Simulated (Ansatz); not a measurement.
**One shape, several levels: doublet [InCNF2]−**

We compute a comparison of 6 runs (UHF/3-21G, UHF/def2-SVPD, U-revPBE/def2-SVPD, U-wB97X/def2-SVPD, UBHLYP/def2-SVPD, UPBE/def2-SVPD) of doublet [InCNF2]−. 

The results are computed with Ansatz 0.2.0.

45 further runs of the same task are left out: 1 that didn't finish, 44 set aside as unsound or not needed. Runs told in other sessions of the task aren't counted.

**1. The structure to begin with**

The species is [InCNF2]− (5 atoms), meant as a doublet with charge -1. As SMILES of the parent species, `N#[C][In]([F])[F]`. The shape is that of a PBE0-D4/def2-TZVP optimisation. That shape belongs to the parent species and isn't relaxed for this state.

Bond lengths: N1–C2 1.152 Å, C2–In3 2.072 Å, In3–F4 1.919 Å, In3–F5 1.919 Å. Angles: N1–C2–In3 180.0°, C2–In3–F4 123.5°, C2–In3–F5 123.5°, F4–In3–F5 112.9°.

**2. A single-point energy at UHF/3-21G (run 1)**

The input, run.yaml:

```yaml
crystal:
  periodic: [false, false, false]
  atoms:
    - {symbol: N, position_ang: [1.298000, -1.592200, 1.589600]}
    - {symbol: C, position_ang: [0.724900, -0.890300, 0.878600]}
    - {symbol: In, position_ang: [-0.306000, 0.372300, -0.400300]}
    - {symbol: F, position_ang: [-1.872100, -0.154800, -1.375500]}
    - {symbol: F, position_ang: [0.205100, 2.191400, -0.733700]}
basis:
  gaussian:
    orbitals: 3-21G-spherical.json
total_charge: -1
magnetization:
  spin_polarized: true
  initial_magnetization: 1
hamiltonian:
  xc: hf
accuracy: high
output:
  orbitals: {seedname: orbitals}
```

The basis set 3-21G is read from a file made from the Basis Set Exchange's data (not shown).

Launch:

```sh
$ ansatz run run.yaml --threads 1 --pin off --max-ram 3480MiB --events-out events.jsonl --progress --plain --runs-dir runs
```

The program printed:

```text
Warning: RAYON_NUM_THREADS=1 ignored (pool sized by the plan → 1); use --threads N
Functional definition: HF
  name "HF"
  exchange = exact_x
  correlation = 0
1369 factors; integrals over basis functions are off by at most 3.1e-8 eV
mean field evaluation 1: about -163385.3848 eV, gradient 1.9e1 eV
mean field evaluation 2: about -163385.4462 eV, gradient 1.9e1 eV
mean field evaluation 4: about -163387.4767 eV, gradient 2.3e0 eV
mean field evaluation 8: about -163387.5295 eV, gradient 2.4e-1 eV
mean field evaluation 16: about -163387.5430 eV, gradient 1.9e-2 eV
mean field evaluation 32: about -163388.2143 eV, gradient 3.1e-8 eV
mean field evaluation 64: about -163388.2094 eV, gradient 1.5e-1 eV
mean field evaluation 96: about -163386.9129 eV, gradient 4.5e0 eV
mean field evaluation 128: about -163387.5295 eV, gradient 2.5e-1 eV
mean field evaluation 160: about -163387.5429 eV, gradient 2.5e-6 eV
mean field -163388.21425590 eV, -6004.4061253949 hartree, gradient 3.1e-8 eV, S^2 0.833745; 3 other end points of the search recorded, 0 dependent functions left out
reference -163388.21425590 eV, -6004.4061253949 hartree; 41, 40 occupied and 26, 27 virtual orbitals, 1369 factors
Total energy: -163388.21425590 eV, -6004.4061253949 hartree
```

It took 13 s on 1 thread of Arm Neoverse V1, shared host; peak memory 0.27 GiB.

**3. The energy at UHF/def2-SVPD (core potential) (run 2)**

The input, molecule.yaml:

```yaml
crystal:
  periodic: [false, false, false]
  atoms:
    - {symbol: N, position_ang: [1.298000, -1.592200, 1.589600]}
    - {symbol: C, position_ang: [0.724900, -0.890300, 0.878600]}
    - {symbol: In, position_ang: [-0.306000, 0.372300, -0.400300]}
    - {symbol: F, position_ang: [-1.872100, -0.154800, -1.375500]}
    - {symbol: F, position_ang: [0.205100, 2.191400, -0.733700]}
basis:
  gaussian:
    orbitals: def2-SVPD
total_charge: -1
accuracy: high
output:
  orbitals: {seedname: orbitals}
hamiltonian:
  xc: hf
magnetization:
  spin_polarized: true
  initial_magnetization: 1
```

Launch:

```sh
$ ansatz run molecule.yaml --threads 1 --pin off --max-ram 3480MiB --events-out events.jsonl --progress --plain --runs-dir runs
```

The program printed, cut to the lines that bear on the results:

```text
Warning: RAYON_NUM_THREADS=1 ignored (pool sized by the plan → 1); use --threads N
[... 2 set-up lines as earlier in the session ...]
[...]
2488 factors; integrals over basis functions are off by at most 3.2e-9 eV
[...]
mean field -13067.97444026 eV, -480.2392028882 hartree, gradient 8.1e-8 eV, S^2 0.786331; 4 other end points of the search recorded, 0 dependent functions left out
reference -13067.97444026 eV, -480.2392028882 hartree; 27, 26 occupied and 91, 92 virtual orbitals, 2488 factors
Total energy: -13067.97444026 eV, -480.2392028882 hartree
```

It took 50 s on 1 thread of Arm Neoverse V1, shared host; peak memory 0.52 GiB.

Runs 3 to 5 aren't shown in full; the table further down has their settings and results.

**4. The energy at UPBE/def2-SVPD (core potential) (run 6)**

The input, molecule.yaml:

```yaml
basis:
  gaussian:
    orbitals: def2-SVPD
crystal:
  periodic: [false, false, false]
  atoms:
    - {symbol: "N", position_ang: [1.298000, -1.592200, 1.589600]}
    - {symbol: C, position_ang: [0.724900, -0.890300, 0.878600]}
    - {symbol: In, position_ang: [-0.306000, 0.372300, -0.400300]}
    - {symbol: F, position_ang: [-1.872100, -0.154800, -1.375500]}
    - {symbol: F, position_ang: [0.205100, 2.191400, -0.733700]}
total_charge: -1
magnetization:
  spin_polarized: true
  initial_magnetization: 1
hamiltonian:
  xc: {name: PBE}
accuracy: high
output: {orbitals: {seedname: orbitals}}
```

Launch:

```sh
$ ansatz run molecule.yaml --threads 1 --pin off --max-ram 3480MiB --events-out events.jsonl --progress --plain --runs-dir runs
```

The program printed:

```text
Warning: RAYON_NUM_THREADS=1 ignored (pool sized by the plan → 1); use --threads N
Functional definition: PBE
  name "PBE"
  parameter kappa = 0.804
  parameter beta = 0.06672455060314922
  exchange = pbe_x(kappa = kappa, mu = beta*pi^2/3)
  correlation = pbe_c(beta = beta)
2488 factors; integrals over basis functions are off by at most 3.2e-9 eV
mean field evaluation 1: about -13115.4718 eV, gradient 3.4e1 eV
mean field evaluation 2: about -12960.1745 eV, gradient 1.3e2 eV
mean field evaluation 4: about -13120.0682 eV, gradient 2.5e1 eV
mean field evaluation 8: about -13122.5600 eV, gradient 3.4e-1 eV
mean field evaluation 16: about -13122.5588 eV, gradient 5.3e-3 eV
mean field evaluation 32: about -13122.1939 eV, gradient 5.7e0 eV
mean field -13122.55877660 eV, -482.2451402502 hartree, gradient 9.9e-8 eV, S^2 0.751376; 4 other end points of the search recorded, 0 dependent functions left out
reference -13122.55878181 eV, -482.2451404417 hartree; 27, 26 occupied and 91, 92 virtual orbitals, 2488 factors
Total energy: -13122.55878181 eV, -482.2451404417 hartree
```

Wall time 33 s (1 thread of Arm Neoverse V1, shared host); peak memory 0.46 GiB.

**5. Overview of the runs**

```tsv
run	level	core potential	energy (Eh)	HOMO energy (eV)	LUMO energy (eV)	⟨S²⟩	wall time
1	UHF/3-21G	none	-6004.406125	0.11	6.09	0.834	13 s
2	UHF/def2-SVPD (core potential)	def2-SVPD	-480.239203	-0.86	4.11	0.786	50 s
3	U-revPBE/def2-SVPD (core potential)	def2-SVPD	-482.493671	1.45	1.61	0.752	34 s
4	U-wB97X/def2-SVPD (core potential)	def2-SVPD	-482.495960	-0.90	4.17	0.754	2.3 min
5	UBHLYP/def2-SVPD (core potential)	def2-SVPD	-482.319326	0.11	2.87	0.754	41 s
6	UPBE/def2-SVPD (core potential)	def2-SVPD	-482.245140	1.38	1.54	0.751	33 s
```

**6. Outcome**

| quantity | value |
| --- | --- |
| run 6: total energy | -482.24514 Eh |
| run 6: HOMO energy (highest over α and β) | 1.38 eV |
| run 6: LUMO energy (lowest over α and β) | 1.54 eV |
| run 6: ⟨S²⟩ | 0.751 |

**Reading.** Totals of different functionals can't be ranked against each other. Some runs of one species differ in core potentials or relativity; totals across that change don't compare. In runs 1, 3, 5, 6 the HOMO lies above zero, from self-interaction, a short basis or an electron that isn't bound. In run 1 relativity is left out where basis or elements ask for it. All runs together took 5.2 min, the longest 2.3 min.
